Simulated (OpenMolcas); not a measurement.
# Se³⁺: CASSCF and CASPT2 terms and fine-structure levels, part 2 of 3

Which level of Se³⁺ lies lowest, and where do the others fall? The reference wave functions come first, then spin-orbit coupling, then second-order correlation under several settings.

OpenMolcas 26.06; ANO-R3, X2C, active space 3 electrons in 4 orbitals (4s 4p), orbitals: per spin and parity.

## (8) CASPT2: IPEA 0.25, imaginary shift 0.1 (closed shells correlated: 3d)

a.inp reads:

```
>>> COPY JOB001 $Project.JobIph
&CASPT2
Multistate=1 1
Frozen=3 6
IPEA=0.25
Imaginary=0.1
MaxIter=60
WThr=0.0 0.3 0.05
PrWF=0.5
NoMix
>>> COPY JOB002 $Project.JobIph
&CASPT2
Multistate=11 1 2 3 4 5 6 7 8 9 10 11
Frozen=3 6
IPEA=0.25
Imaginary=0.1
MaxIter=60
WThr=0.0 0.3 0.05
PrWF=0.5
NoMix
>>> COPY JOB003 $Project.JobIph
&CASPT2
Multistate=3 1 2 3
Frozen=3 6
IPEA=0.25
Imaginary=0.1
MaxIter=60
WThr=0.0 0.3 0.05
PrWF=0.5
NoMix
>>> COPY JOB004 $Project.JobIph
&CASPT2
Multistate=9 1 2 3 4 5 6 7 8 9
Frozen=3 6
IPEA=0.25
Imaginary=0.1
MaxIter=60
WThr=0.0 0.3 0.05
PrWF=0.5
NoMix
```

Output:

```text
Orbital specifications:
      -----------------------

      Symmetry species                           1   2
                                                ag  au
      Frozen orbitals                            3   6
      Inactive orbitals                          5   0
      Active orbitals                            1   3
      Secondary orbitals                        41  37
      Deleted orbitals                           0   0
      Number of basis functions                 50  46
Type of calculation                        SS-CASPT2
      Fock operator                              state-specific
      IPEA shift                                 0.25
      Real shift                                 0.00
      Imaginary shift                            0.10
      The input orbitals will be transformed to quasi-canonical
Reference energy:       -2425.0229135211
      E2 (Non-variational):      -0.5016927503
      Shift correction:          -0.0000664453
      E2 (Variational):          -0.5017591957
      Total energy:           -2425.5246727167
      Residual norm:              0.0000002650
      Reference weight:           0.96370
      Contributions to the CASPT2 correlation energy
      Active & Virtual Only:         -0.0198701260
      One Inactive Excited:          -0.0777744322
      Two Inactive Excited:          -0.4040481921
::    CASPT2 Root  1     Total energy:  -2425.52467272
Orbital specifications:
      -----------------------

      Symmetry species                           1   2
                                                ag  au
      Frozen orbitals                            3   6
      Inactive orbitals                          5   0
      Active orbitals                            1   3
      Secondary orbitals                        41  37
      Deleted orbitals                           0   0
      Number of basis functions                 50  46
Type of calculation                        MS-CASPT2
      Fock operator                              state-specific
      IPEA shift                                 0.25
      Real shift                                 0.00
      Imaginary shift                            0.10
      The input orbitals will be transformed to quasi-canonical
Reference energy:       -2425.9447700116
      E2 (Non-variational):      -0.5142331496
      Shift correction:          -0.0000760712
      E2 (Variational):          -0.5143092208
      Total energy:           -2426.4590792324
      Residual norm:              0.0000001654
      Reference weight:           0.96136
      Contributions to the CASPT2 correlation energy
      Active & Virtual Only:         -0.0320003456
      One Inactive Excited:          -0.0769720820
      Two Inactive Excited:          -0.4052607220
Reference energy:       -2425.9447700116
      E2 (Non-variational):      -0.5142331454
      Shift correction:          -0.0000760712
      E2 (Variational):          -0.5143092165
      Total energy:           -2426.4590792281
      Residual norm:              0.0000001654
      Reference weight:           0.96136
      Contributions to the CASPT2 correlation energy
      Active & Virtual Only:         -0.0320003411
      One Inactive Excited:          -0.0769720822
      Two Inactive Excited:          -0.4052607220
::    CASPT2 Root  1     Total energy:  -2426.45907923
::    CASPT2 Root  2     Total energy:  -2426.45907923
::    CASPT2 Root  3     Total energy:  -2426.45907923
::    CASPT2 Root  4     Total energy:  -2425.50560475
::    CASPT2 Root  5     Total energy:  -2425.50670920
::    CASPT2 Root  6     Total energy:  -2425.50522795
::    CASPT2 Root  7     Total energy:  -2425.50660390
::    CASPT2 Root  8     Total energy:  -2425.50652549
::    CASPT2 Root  9     Total energy:  -2425.41834892
::    CASPT2 Root 10     Total energy:  -2425.41834892
::    CASPT2 Root 11     Total energy:  -2425.41834890
::    MS-CASPT2 Root  1     Total energy:  -2426.45994381
::    MS-CASPT2 Root  2     Total energy:  -2426.45994380
::    MS-CASPT2 Root  3     Total energy:  -2426.45994380
::    MS-CASPT2 Root  4     Total energy:  -2425.50876348
::    MS-CASPT2 Root  5     Total energy:  -2425.50775750
::    MS-CASPT2 Root  6     Total energy:  -2425.50735404
::    MS-CASPT2 Root  7     Total energy:  -2425.50494703
::    MS-CASPT2 Root  8     Total energy:  -2425.50185283
::    MS-CASPT2 Root  9     Total energy:  -2425.41748424
::    MS-CASPT2 Root 10     Total energy:  -2425.41748350
::    MS-CASPT2 Root 11     Total energy:  -2425.41748171
Orbital specifications:
      -----------------------

      Symmetry species                           1   2
                                                ag  au
      Frozen orbitals                            3   6
      Inactive orbitals                          5   0
      Active orbitals                            1   3
      Secondary orbitals                        41  37
      Deleted orbitals                           0   0
      Number of basis functions                 50  46
Type of calculation                        MS-CASPT2
      Fock operator                              state-specific
      IPEA shift                                 0.25
      Real shift                                 0.00
      Imaginary shift                            0.10
      The input orbitals will be transformed to quasi-canonical
Reference energy:       -2425.6218309646
      E2 (Non-variational):      -0.4827674438
      Shift correction:          -0.0000528403
      E2 (Variational):          -0.4828202841
      Total energy:           -2426.1046512486
      Residual norm:              0.0000004484
      Reference weight:           0.96813
      Contributions to the CASPT2 correlation energy
      Active & Virtual Only:         -0.0130970693
      One Inactive Excited:          -0.0647057134
      Two Inactive Excited:          -0.4049646611
Reference energy:       -2425.6218309646
      E2 (Non-variational):      -0.4827674438
      Shift correction:          -0.0000528403
      E2 (Variational):          -0.4828202841
      Total energy:           -2426.1046512486
      Residual norm:              0.0000004484
      Reference weight:           0.96813
      Contributions to the CASPT2 correlation energy
      Active & Virtual Only:         -0.0130970693
      One Inactive Excited:          -0.0647057134
      Two Inactive Excited:          -0.4049646611
::    CASPT2 Root  1     Total energy:  -2426.10465125
::    CASPT2 Root  2     Total energy:  -2426.10465125
::    CASPT2 Root  3     Total energy:  -2426.10465125
::    MS-CASPT2 Root  1     Total energy:  -2426.10465125
::    MS-CASPT2 Root  2     Total energy:  -2426.10465125
::    MS-CASPT2 Root  3     Total energy:  -2426.10465125
Orbital specifications:
      -----------------------

      Symmetry species                           1   2
                                                ag  au
      Frozen orbitals                            3   6
      Inactive orbitals                          5   0
      Active orbitals                            1   3
      Secondary orbitals                        41  37
      Deleted orbitals                           0   0
      Number of basis functions                 50  46
Type of calculation                        MS-CASPT2
      Fock operator                              state-specific
      IPEA shift                                 0.25
      Real shift                                 0.00
      Imaginary shift                            0.10
      The input orbitals will be transformed to quasi-canonical
Reference energy:       -2425.4462950462
      E2 (Non-variational):      -0.5464392375
      Shift correction:          -0.0011773343
      E2 (Variational):          -0.5476165718
      Total energy:           -2425.9939116180
      Residual norm:              0.0000001137
      Reference weight:           0.91239
      Contributions to the CASPT2 correlation energy
      Active & Virtual Only:         -0.0673895770
      One Inactive Excited:          -0.0741330738
      Two Inactive Excited:          -0.4049165867
Reference energy:       -2425.4462950462
      E2 (Non-variational):      -0.5464392376
      Shift correction:          -0.0011773343
      E2 (Variational):          -0.5476165719
      Total energy:           -2425.9939116181
      Residual norm:              0.0000001137
      Reference weight:           0.91239
      Contributions to the CASPT2 correlation energy
      Active & Virtual Only:         -0.0673895770
      One Inactive Excited:          -0.0741330737
      Two Inactive Excited:          -0.4049165869
::    CASPT2 Root  1     Total energy:  -2425.99391162
::    CASPT2 Root  2     Total energy:  -2425.99391162
::    CASPT2 Root  3     Total energy:  -2425.99391147
::    CASPT2 Root  4     Total energy:  -2425.99392169
::    CASPT2 Root  5     Total energy:  -2425.99391154
::    CASPT2 Root  6     Total energy:  -2425.88651697
::    CASPT2 Root  7     Total energy:  -2425.84599326
::    CASPT2 Root  8     Total energy:  -2425.84599326
::    CASPT2 Root  9     Total energy:  -2425.84599326
::    MS-CASPT2 Root  1     Total energy:  -2425.99392373
::    MS-CASPT2 Root  2     Total energy:  -2425.99391267
::    MS-CASPT2 Root  3     Total energy:  -2425.99391162
::    MS-CASPT2 Root  4     Total energy:  -2425.99391133
::    MS-CASPT2 Root  5     Total energy:  -2425.99391060
::    MS-CASPT2 Root  6     Total energy:  -2425.88651496
::    MS-CASPT2 Root  7     Total energy:  -2425.84599326
::    MS-CASPT2 Root  8     Total energy:  -2425.84599326
::    MS-CASPT2 Root  9     Total energy:  -2425.84599326
```

Time for this run: 14 s (1 thread, shared host).

SS-CASPT2: lowest energy less the reference's lowest, -0.5143 hartree; reference weights 0.881 to 0.968, a spread that points to intruder states, a small active space or orbitals unfit for some roots. These are the single-state energies of the run (the lines without MS-).

The roots that group into whole terms:

```
configuration  term  E (cm-1)  spread (cm-1)
       4s2 4p   2P*       0.0              0
       4s 4p2    4P     77790              0
       4s 4p2    2D    102090              2
       4s 4p2    2S    125660              0
       4s 4p2    2P    134560              0
          4p3   4S*    205080              0
          4p3   2D*    209150            325
          4p3   2P*    228410              0
```

Fine-structure levels, from the RASSI matrix with the averaged CASPT2 term energies on its diagonal:

```csv
Configuration,Term,J,E (cm-1),g,Leading %,Second
4s2 4p,2P*,1/2,0.0,0.666,100,
4s2 4p,2P*,3/2,3860,1.334,100,
4s 4p2,4P,1/2,77940,2.668,100,
4s 4p2,4P,3/2,79430,1.734,100,
4s 4p2,4P,5/2,81560,1.599,99,
4s 4p2,2D,3/2,104610,0.802,100,
4s 4p2,2D,5/2,104820,1.203,99,
4s 4p2,2S,1/2,127860,1.913,93,7 2P
4s 4p2,2P,1/2,135990,0.758,93,7 2S
4s 4p2,2P,3/2,138090,1.333,100,
4p3,4S*,3/2,207350,1.986,98,
4p3,2D*,3/2,211330,0.820,97,
4p3,2D*,5/2,211720,1.200,100,
4p3,2P*,1/2,230930,0.666,100,
4p3,2P*,3/2,231720,1.331,97,2 2D*
```

(Part 2 of 3 ends here.)
